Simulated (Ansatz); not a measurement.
# C16IO31: the cost of one run

Computed with Ansatz 0.2.0 (DFT, PBE, plane-wave PAW, default files, scalar-relativistic, unless a step's input says otherwise).

1 further run of the same task is left out (it didn't finish).

## Step 1: The system as given

It takes space group R3 (No. 146, trigonal). Conventional cell: a = 15.548 Å, b = 15.548 Å, c = 9.521 Å, α = 90.00°, β = 90.00°, γ = 120.00°. C (site symmetry 3) is surrounded by 1 I at 1.17 Å and 1 O at 1.17 Å. C (site symmetry 1) has 2 O at 1.17 Å as nearest neighbours. I (site symmetry 3) is surrounded by 1 C at 1.17 Å. Around O (site symmetry 1) lie 1 C at 1.17 Å. Only part of the 18 independent sites is listed.

Coordinates:

```cif
data_structure
_symmetry_space_group_name_H-M 'R3:H'
_symmetry_Int_Tables_number 146
_cell_length_a 15.5481
_cell_length_b 15.5481
_cell_length_c 9.5212
_cell_angle_alpha 90.000
_cell_angle_beta 90.000
_cell_angle_gamma 120.000
_cell_volume 1993.31
loop_
_atom_site_label
_atom_site_type_symbol
_atom_site_symmetry_multiplicity
_atom_site_Wyckoff_symbol
_atom_site_fract_x
_atom_site_fract_y
_atom_site_fract_z
_atom_site_occupancy
C1 C 3 a 0.00000 0.00000 0.00000 1
C2 C 9 b 0.66667 0.83333 0.33333 1
C3 C 9 b 0.91667 0.83333 0.33333 1
C4 C 9 b 0.91667 0.33333 0.33333 1
C5 C 9 b 0.08333 0.16667 0.66667 1
C6 C 9 b 0.41667 0.33333 0.33333 1
I1 I 3 a 0.00000 0.00000 0.12254 1
O1 O 9 b 0.66667 0.83333 0.45587 1
O2 O 9 b 0.00164 0.12582 0.62582 1
O3 O 9 b 0.33498 0.29249 0.29249 1
O4 O 9 b 0.83498 0.79249 0.29249 1
O5 O 9 b 0.83498 0.29249 0.29249 1
O6 O 3 a 0.00000 0.00000 0.87746 1
O7 O 9 b 0.33333 0.16667 0.54413 1
O8 O 9 b 0.99836 0.87418 0.37418 1
O9 O 9 b 0.99836 0.37418 0.37418 1
O10 O 9 b 0.16502 0.20751 0.70751 1
O11 O 9 b 0.49836 0.37418 0.37418 1
```

Atom 17 of the input is the impurity.

## Step 2: First run, atoms as given

input.yaml reads:

```yaml
crystal:
  lattice:
    - [-5.49707328, 5.49707328, 5.49707328]
    - [5.49707328, -5.49707328, 5.49707328]
    - [5.49707328, 5.49707328, -5.49707328]
  atoms:
    - { symbol: C, position: [0.0, 0.0, 0.0] }
    - { symbol: C, position: [0.5, 0.5, 0.0] }
    - { symbol: C, position: [0.5, 0.0, 0.5] }
    - { symbol: C, position: [0.0, 0.5, 0.5] }
    - { symbol: C, position: [0.25, 0.5, 0.25] }
    - { symbol: C, position: [0.75, 0.0, 0.25] }
    - { symbol: C, position: [0.75, 0.5, 0.75] }
    - { symbol: C, position: [0.25, 0.0, 0.75] }
    - { symbol: C, position: [0.25, 0.25, 0.5] }
    - { symbol: C, position: [0.75, 0.75, 0.5] }
    - { symbol: C, position: [0.75, 0.25, 0.0] }
    - { symbol: C, position: [0.25, 0.75, 0.0] }
    - { symbol: C, position: [0.5, 0.25, 0.25] }
    - { symbol: C, position: [0.0, 0.75, 0.25] }
    - { symbol: C, position: [0.0, 0.25, 0.75] }
    - { symbol: C, position: [0.5, 0.75, 0.75] }
    - { symbol: I, position: [0.12253698, 0.12253698, 0.12253698] }
    - { symbol: O, position: [0.62253698, 0.62253698, 0.12253698] }
    - { symbol: O, position: [0.62253698, 0.12253698, 0.62253698] }
    - { symbol: O, position: [0.12253698, 0.62253698, 0.62253698] }
    - { symbol: O, position: [0.75, 0.5, 0.62746302] }
    - { symbol: O, position: [0.25, 0.0, 0.62746302] }
    - { symbol: O, position: [0.25, 0.5, 0.12746302] }
    - { symbol: O, position: [0.75, 0.0, 0.12746302] }
    - { symbol: O, position: [0.62746302, 0.75, 0.5] }
    - { symbol: O, position: [0.12746302, 0.25, 0.5] }
    - { symbol: O, position: [0.12746302, 0.75, 0.0] }
    - { symbol: O, position: [0.62746302, 0.25, 0.0] }
    - { symbol: O, position: [0.5, 0.62746302, 0.75] }
    - { symbol: O, position: [0.0, 0.12746302, 0.75] }
    - { symbol: O, position: [0.0, 0.62746302, 0.25] }
    - { symbol: O, position: [0.5, 0.12746302, 0.25] }
    - { symbol: O, position: [0.87746302, 0.87746302, 0.87746302] }
    - { symbol: O, position: [0.37746302, 0.37746302, 0.87746302] }
    - { symbol: O, position: [0.37746302, 0.87746302, 0.37746302] }
    - { symbol: O, position: [0.87746302, 0.37746302, 0.37746302] }
    - { symbol: O, position: [0.25, 0.5, 0.37253698] }
    - { symbol: O, position: [0.75, 0.0, 0.37253698] }
    - { symbol: O, position: [0.75, 0.5, 0.87253698] }
    - { symbol: O, position: [0.25, 0.0, 0.87253698] }
    - { symbol: O, position: [0.37253698, 0.25, 0.5] }
    - { symbol: O, position: [0.87253698, 0.75, 0.5] }
    - { symbol: O, position: [0.87253698, 0.25, 0.0] }
    - { symbol: O, position: [0.37253698, 0.75, 0.0] }
    - { symbol: O, position: [0.5, 0.37253698, 0.25] }
    - { symbol: O, position: [0.0, 0.87253698, 0.25] }
    - { symbol: O, position: [0.0, 0.37253698, 0.75] }
    - { symbol: O, position: [0.5, 0.87253698, 0.75] }
total_charge: 1
kpoints:
  mp_grid: { grid: [3, 3, 3] }
scf:
  occupations: { method: fermi_dirac, width: 0.01 }
hamiltonian:
  xc: pbe
  pseudopotentials: { kind: paw }
output:
  forces: true
  stress: true
  populations: true
  efg:
    quadrupole_moments_barn: { I: -0.68822, O: -0.02558 }
    contact_densities: true
```

Run with:

```sh
$ ansatz run input.yaml --threads 1 --pin off --max-ram 3072MiB --backend cpu --events-out ev --progress --plain --runs-dir out
```

**Question.** How long does this run take on 1 thread of Arm Neoverse N1, shared host, and how much memory does it need?

About 9.6 min, with a peak of 1.3 GiB.
